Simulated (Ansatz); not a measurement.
# CH2BFO: a ladder of functionals and wavefunction methods

The task here is to estimate one member of a computed series from the others.

Computed with Ansatz 0.2.0, Gaussian basis. Level: functionals in def2-TZVPP, the program's frozen cores in correlated methods.

Plan: LDA (SPW92), PBE-D4, revPBE-D4, BLYP-D4, r2SCAN-D4, B97M-V, PBE0-D4, B3LYP-D4, r2SCANh-D4, r2SCAN0-D4, HSE06-D4, BHLYP-D4, CAM-B3LYP-D4, LC-ωPBE, ωB97X-V, ωB97M-V, B2PLYP, PBE-QIDH; CCSD(T)/def2-SVP; CCSD(T)/def2-TZVPP; MP2/def2-QZVPP; extrapolation to the limit; RPA on PBE.

## The relaxed structure

An earlier PBE0-D4 in a triple-zeta def2 set relaxation fixed the geometry.

SMILES `FB1CO1`, 6 atoms, charge 0, spin multiplicity 1.

Atoms are counted from 1 here; the program's logs count them from 0.

Bond lengths: F1–B2 1.306 Å, B2–C3 1.500 Å, B2–O4 1.324 Å, C3–O4 1.531 Å, C3–H5 1.086 Å, C3–H6 1.086 Å. Angles: F1–B2–C3 156.9°, F1–B2–O4 137.8°, C3–B2–O4 65.3°, B2–C3–O4 51.8°, B2–C3–H5 122.6°, B2–C3–H6 122.6°, O4–C3–H5 112.1°, O4–C3–H6 112.1°, H5–C3–H6 114.4°, B2–O4–C3 62.9°.

Set-up of the first run:

in.yaml

```yaml
crystal:
  periodic: [false, false, false]
  atoms:
    - {symbol: F, position_ang: [-0.772706, -1.944572, 0.412531]}
    - {symbol: B, position_ang: [-0.384533, -0.755699, 0.037479]}
    - {symbol: C, position_ang: [0.396004, 0.524024, 0.098189]}
    - {symbol: O, position_ang: [-0.652115, 0.102430, -0.934629]}
    - {symbol: H, position_ang: [1.383336, 0.629245, -0.341887]}
    - {symbol: H, position_ang: [0.072014, 1.380472, 0.682218]}
basis:
  gaussian: {orbitals: def2-TZVPP}
hamiltonian: {xc: lda}
output: {orbitals: {seedname: orbitals}}
```

On the command line:

```bash
$ ansatz run in.yaml --threads 2 --pin off --events-out ev --progress --plain --max-ram 4352MiB
```

Among the steps run: LDA; PBE-D4 (GGA); revPBE-D4 (GGA); BLYP-D4 (GGA); r2SCAN-D4 (meta-GGA); B97M-V (meta-GGA); B3LYP-D4 (hybrid); r2SCANh-D4 (hybrid); r2SCAN0-D4 (hybrid); HSE06-D4 (hybrid); BHLYP-D4 (hybrid); CAM-B3LYP-D4 (range-separated); LC-ωPBE (range-separated); ωB97X-V (range-separated); ωB97M-V (range-separated); B2PLYP (double hybrid); PBE-QIDH (double hybrid).

One table of the session follows, with a row left open; its other results are not shown here.

It belongs to the step «Frontier levels by functional». 

```
  functional  HOMO (eV)  LUMO (eV)  gap (eV)
 LDA (SPW92)      -7.35      -0.76      6.59
      PBE-D4      -7.16      -0.44      6.72
   revPBE-D4      -7.09      -0.31      6.78
     BLYP-D4      -7.07      -0.37      6.70
   r2SCAN-D4      -7.43       0.03      7.46
      B97M-V      -7.50      -0.04      7.46
     PBE0-D4      -8.64       0.54      9.18
    B3LYP-D4      -8.43       0.19      8.62
  r2SCANh-D4      -7.99       0.39      8.38
  r2SCAN0-D4      -8.82       0.90      9.73
    HSE06-D4      -8.23       0.17      8.40
    BHLYP-D4     -10.05       1.17     11.21
CAM-B3LYP-D4     -10.13       1.30     11.43
     LC-ωPBE     -11.50       2.56     14.06
     ωB97X-V          ?          ?         ?
     ωB97M-V     -10.99       1.90     12.89
```

Q: Estimate the row for ωB97X-V from the others.

**Answer.** HOMO (eV): -11.10; LUMO (eV): 2.40; gap (eV): 13.50. In the column «HOMO (eV)» it lies between LC-ωPBE (-11.50) and ωB97M-V (-10.99).
